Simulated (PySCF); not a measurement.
# C4H5Br: the cost of one run

Method: levels as typed in each script, gas phase, geometry from GFN2-xTB; program: PySCF 2.14.0.

### 1 Where the work starts

10 atoms, charge 0, spin multiplicity 1.

Bond lengths: Br1–C2 1.890 Å, C2–C3 1.495 Å, C2–C4 1.483 Å, C2–C5 1.494 Å, C3–C4 1.501 Å, C3–H6 1.083 Å, C3–H7 1.085 Å, C4–C5 1.501 Å, C4–H8 1.068 Å, C5–H9 1.083 Å, C5–H10 1.085 Å. Angles: Br1–C2–C3 131.1°, Br1–C2–C4 134.1°, Br1–C2–C5 131.1°, C3–C2–C4 60.5°, C3–C2–C5 97.5°, C4–C2–C5 60.5°, C2–C3–C4 59.4°, C2–C3–H6 117.6°, C2–C3–H7 118.6°, C4–C3–H6 117.6°, C4–C3–H7 119.4°, H6–C3–H7 113.9°, C2–C4–C3 60.1°, C2–C4–C5 60.1°, C2–C4–H8 135.1°, C3–C4–C5 97.0°, C3–C4–H8 131.4°, C5–C4–H8 131.4° and more.

Coordinates:

```xyz
10
C4H5Br
Br    1.23514    0.00004   -0.00927
C    -0.64138    0.00034    0.21553
C    -1.62529   -1.12402    0.26195
C    -1.79371    0.00029   -0.71859
C    -1.62581    1.12337    0.26228
H    -1.30832   -2.08426   -0.12495
H    -2.29433   -1.19295    1.11335
H    -1.90607    0.00042   -1.78033
H    -1.30928    2.08386   -0.12434
H    -2.29488    1.19175    1.11369
```

### 2 Removing and adding an electron (wB97X/aug-cc-pvdz)

input.py

```python
import numpy as np
from pyscf import gto, scf, dft
from pyscf.scf import atom_ks, atom_hf
from scipy.linalg import block_diag

def solve(mol, dm0=None, hcore=None):
    mf = (dft.UKS if mol.spin else dft.RKS)(mol, xc='wb97x')
    mf.grids.level = 3
    mf = mf.density_fit(auxbasis='def2-universal-jkfit')
    mf.conv_tol, mf.max_cycle = 1e-8, 80
    if hcore is not None:
        mf.get_hcore = lambda *args: hcore
    mf.kernel(dm0)
    if not mf.converged:
        mf = mf.newton().run(mf.mo_coeff, mf.mo_occ, max_cycle=30)
    assert mf.converged, 'SCF not converged'
    return mf

mol = gto.M(atom='''
Br     1.23514     0.00004    -0.00927
C     -0.64138     0.00034     0.21553
C     -1.62529    -1.12402     0.26195
C     -1.79371     0.00029    -0.71859
C     -1.62581     1.12337     0.26228
H     -1.30832    -2.08426    -0.12495
H     -2.29433    -1.19295     1.11335
H     -1.90607     0.00042    -1.78033
H     -1.30928     2.08386    -0.12434
H     -2.29488     1.19175     1.11369
''', basis='aug-cc-pvdz', charge=0, spin=0, verbose=4)
mf = solve(mol)
out = dict(e0=mf.e_tot, dm0=mf.make_rdm1(), c=mf.mo_coeff, occ=mf.mo_occ, eps=mf.mo_energy)
for name, dq, spin in [('cation', 1, 1), ('anion', -1, 1)]:
    ion = mol.copy().set(charge=mol.charge + dq, spin=spin).build()
    mi = solve(ion)
    if spin and dq > 0 and mol.nao < 130:
        c, _, stable, _ = mi.stability(return_status=True)
        if not stable:
            mi = solve(ion, mi.make_rdm1(c, mi.mo_occ))
    print(name, 'vertical energy change / eV', (mi.e_tot - mf.e_tot) * 27.211386)
    out.update({'e_' + name: mi.e_tot, 'dm_' + name: mi.make_rdm1(), 's2_' + name: mi.spin_square()[0], 'eps_' + name: mi.mo_energy, 'occ_' + name: mi.mo_occ})
# spherically averaged free atoms, for the promolecule
atm = atom_ks.get_atm_nrks(mol, xc='wb97x')
pro = block_diag(*[(atm[a[0]][2] * atm[a[0]][3]) @ atm[a[0]][2].T for a in mol._atom])
np.savez('result.npz', pro=pro, **out)
```

Run with:

```sh
> OMP_NUM_THREADS=1 python input.py
```

What time and memory should one allow on 1 thread of Intel Xeon at 2.50GHz (Skylake/Cascade Lake), shared host?

About 20 min, with a peak of 1.1 GiB.
